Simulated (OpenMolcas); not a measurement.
# F, step by step

We compute a series of 9 runs (ROHF/cc-pVDZ, CASSCF(7,4)/cc-pVDZ, CASPT2(7,4)/cc-pVDZ, CASPT2[IPEA 0](7,4)/cc-pVDZ, SC-NEVPT2(7,4)/cc-pVDZ, PC-NEVPT2(7,4)/cc-pVDZ, MC-PDFT[tPBE](7,4)/cc-pVDZ, MC-PDFT[ftPBE](7,4)/cc-pVDZ, and more) of F. 

The results are computed with OpenMolcas 26.06.

88 further runs of the same task are left out: 88 set aside as unsound or not needed.

### 1 A single-point energy at ROHF/cc-pVDZ (run 1)

Contents of step1.input:

```
&GATEWAY
 BasLib = $CurrDir
 Coord
 1
 bohr
 F      0.00000000     0.00000000     0.00000000
 Basis = cc-pVDZ
 Group = NoSym

&SEWARD

&SCF
 UHF
 Spin = 2
 PrOrbitals = 1

&RASSCF
 FileOrb = $Project.UnaOrb
 Spin = 2
 Nactel = 1 0 0
 Inactive = 4
 Ras2 = 1
 OutOrbitals = Canonical
 OrbListing = Nothing
```

The basis set cc-pVDZ is read from a file made from the Basis Set Exchange's data (not shown).

Command:

```sh
$ export MOLCAS_MEM=1860
$ pymolcas step1.input > step1.log
```

The program printed:

```text
--- Start Module: gateway ---
[...]
--- Stop Module: gateway /rc=_RC_ALL_IS_WELL_ ---
[...]
      Basis functions           14
[...]
--- Start Module: scf ---
[...]
       Convergence after   9 Iterations
[...]
::    Total SCF energy                                -99.3752403031
[...]
      Total spin, S                                     0.5010024338
[...]
--- Stop Module: scf /rc=_RC_ALL_IS_WELL_ ---
--- Start Module: rasscf ---
[...]
      Number of active orbitals                  1
[...]
      Spin quantum number                      0.5
[...]
      Active orbitals                            1
[...]
      Number of CSFs                             1
[...]
      Number of root(s) required                 1
[...]
      Convergence after  5 iterations
[...]
      printout of CI-coefficients larger than  0.05 for root  1
      energy=     -99.371862
      conf/sym  1     Coeff  Weight
             1  u   1.00000 1.00000
      Natural orbitals and occupation numbers for root  1
      sym 1:   1.000000
      ************************************************************************************************************************
      *                                                    Final results                                                     *
[...]
::    RASSCF root number  1 Total energy:    -99.37186194
[...]
      Total electronic charge=    9.000000
      Total            charge=    0.000000
[...]
      Dipole Moment (debye):
      Origin of the operator (angstrom)=    0.0000    0.0000    0.0000
                   X=  1.7344E-16               Y= -4.2444E-17               Z=  1.4845E-16           Total=  2.3221E-16
      Quadrupole Moment (debye*angstrom):
[...]
--- Stop Module: rasscf /rc=_RC_ALL_IS_WELL_ ---
[...]
```

Wall time 3 s (1 thread of Intel Xeon Platinum 8259CL at 2.50GHz (Skylake/Cascade Lake), shared host); peak memory 0.37 GiB.

### 2 The F atom: the energy at CASSCF(7,4)/cc-pVDZ (run 2)

Contents of step2.input:

```
* F CASSCF
&GATEWAY
BASLIB
$CurrDir
COORD
1
bohr
F      0.00000000     0.00000000     0.00000000
BASIS
cc-pVDZ
GROUP
NoSym
&SEWARD
&RASSCF
FILEORB
$CurrDir/step1.RasOrb
SPIN
2
NACTEL
7 0 0
INACTIVE
1
RAS2
4
ORBLISTING
Nothing
```

The basis set cc-pVDZ is read from a file made from the Basis Set Exchange's data (not shown).

Command:

```sh
$ export MOLCAS_MEM=1860
$ pymolcas step2.input > step2.log
```

The program printed:

```text
--- Start Module: gateway ---
[...]
--- Stop Module: gateway /rc=_RC_ALL_IS_WELL_ ---
--- Start Module: seward ---
[...]
      Basis functions           14
--- Stop Module: seward /rc=_RC_ALL_IS_WELL_ ---
--- Start Module: rasscf ---
[...]
      Number of active orbitals                  4
[...]
      Spin quantum number                      0.5
[...]
      Active orbitals                            4
[...]
      Number of CSFs                             4
[...]
      Number of root(s) required                 1
[...]
 ###    WARNING: Problems in orbital optimization.                           ###
 ###############################################################################
  Warning: In symmetry  1, orbital p=   2 has diagonal density matrix element D(p,p) close to two. (2 - D(p,p))= -8.881784E-16
[...]
 ###    WARNING: Problems in orbital optimization.                           ###
 ###############################################################################
  Warning: In symmetry  1, orbital p=   2 has diagonal density matrix element D(p,p) close to two. (2 - D(p,p))=  8.881784E-16
[...]
 ###    WARNING: Problems in orbital optimization.                           ###
 ###############################################################################
  Warning: In symmetry  1, orbital p=   2 has diagonal density matrix element D(p,p) close to two. (2 - D(p,p))=  0.000000E+00
[...]
 ###    WARNING: Problems in orbital optimization.                           ###
 ###############################################################################
  Warning: In symmetry  1, orbital p=   2 has diagonal density matrix element D(p,p) close to two. (2 - D(p,p))=  0.000000E+00
[...]
      Convergence after  4 iterations
[...]
      printout of CI-coefficients larger than  0.05 for root  1
      energy=     -99.371862
      conf/sym  1111     Coeff  Weight
             1  222u   1.00000 1.00000
      Natural orbitals and occupation numbers for root  1
      sym 1:   2.000000   2.000000   2.000000   1.000000
      ************************************************************************************************************************
      *                                                    Final results                                                     *
[...]
::    RASSCF root number  1 Total energy:    -99.37186194
[...]
      Total electronic charge=    9.000000
      Total            charge=   -0.000000
[...]
      Dipole Moment (debye):
      Origin of the operator (angstrom)=    0.0000    0.0000    0.0000
                   X=  1.7344E-16               Y= -4.2444E-17               Z=  1.4845E-16           Total=  2.3221E-16
      Quadrupole Moment (debye*angstrom):
[...]
--- Stop Module: rasscf /rc=_RC_ALL_IS_WELL_ ---
[...]
```

Wall time 2.2 s (1 thread of Intel Xeon Platinum 8259CL at 2.50GHz (Skylake/Cascade Lake), shared host); peak memory 0.37 GiB.

Run 3 isn't shown in full; the table further down has it.

### 3 The F atom: a single-point energy at CASPT2[IPEA 0](7,4)/cc-pVDZ (run 4)

Contents of step4.input:

```
>>> EXPORT MOLCAS_PRINT=2

&GATEWAY
 BasLib=$CurrDir
 Coord
 1
 bohr
 F      0.00000000     0.00000000     0.00000000
 Basis=cc-pVDZ
 Group=NoSym

&SEWARD

&RASSCF
 FileOrb=$CurrDir/step2.RasOrb
 Spin=2
 Nactel=7 0 0
 Inactive=1
 Ras2=4
 OrbListing=Nothing

&CASPT2
 IPEA=0
 Imaginary=0.1
 Frozen=1
```

The basis set cc-pVDZ is read from a file made from the Basis Set Exchange's data (not shown).

Run the same way, it converges to -99.52002 Eh (log not shown).

Runs 5 to 8 aren't shown in full; the table further down has their settings and results.

### 4 The F atom: a single-point energy at MRCI(7,4)/cc-pVDZ (run 9)

Contents of step9.inp:

```
* F MRCI
>>> EXPORT MOLCAS_PRINT=2

&gateway
 baslib=$CurrDir
 coord
 1
 bohr
 F      0.00000000     0.00000000     0.00000000
 basis=cc-pVDZ
 group=NoSym

&seward

&rasscf
 fileorb=$CurrDir/step2.RasOrb
 spin=2
 nactel=7 0 0
 inactive=1
 ras2=4
 orblisting=Nothing

&motra
 lumorb
 frozen=1

&guga
 electrons=7
 spin=2
 inactive=0
 active=4
 ciall=1

&mrci
 sdci
```

The basis set cc-pVDZ is read from a file made from the Basis Set Exchange's data (not shown).

Run the same way, it converges to -99.52370 Eh (log not shown).

### 5 Overview of the runs

| run | level | active rule | inactive | energy (Eh) | dipole moment (D) of the reference | wall time |
| --- | --- | --- | --- | --- | --- | --- |
| 1 | ROHF/cc-pVDZ | – | – | -99.371862 | 0.00 | 3 s |
| 2 | CASSCF(7,4)/cc-pVDZ | full valence | 1 | -99.371862 | 0.00 | 2.2 s |
| 3 | CASPT2(7,4)/cc-pVDZ | full valence | 1 | -99.518267 | 0.00 | 2.3 s |
| 4 | CASPT2[IPEA 0](7,4)/cc-pVDZ | full valence | 1 | -99.520017 | 0.00 | 2.4 s |
| 5 | SC-NEVPT2(7,4)/cc-pVDZ | full valence | 1 | -99.499851 | 0.00 | 2.4 s |
| 6 | PC-NEVPT2(7,4)/cc-pVDZ | full valence | 1 | -99.500125 | 0.00 | 2.4 s |
| 7 | MC-PDFT[tPBE](7,4)/cc-pVDZ | full valence | 1 | -99.615401 | 0.00 | 2.5 s |
| 8 | MC-PDFT[ftPBE](7,4)/cc-pVDZ | full valence | 1 | -99.646141 | 0.00 | 2.8 s |
| 9 | MRCI(7,4)/cc-pVDZ | full valence | 1 | -99.523704 | 0.00 | 2.5 s |

### 6 What came out

| quantity | value |
| --- | --- |
| F atom, run 9: total energy | -99.52370 Eh |
| F atom, run 9: dipole moment (CASSCF density) | 0.00 D |

Below the ROHF energy at the same shape and in the same basis (cc-pVDZ): CASSCF(7,4) +0.0 mEh; CASPT2(7,4) -146.4 mEh; CASPT2[IPEA 0](7,4) -148.2 mEh; SC-NEVPT2(7,4) -128.0 mEh; PC-NEVPT2(7,4) -128.3 mEh; MRCI(7,4) -151.8 mEh. Active-space methods hold only the correlation inside their space unless a perturbation or CI step follows. All runs together took 22 s, the longest 3 s.
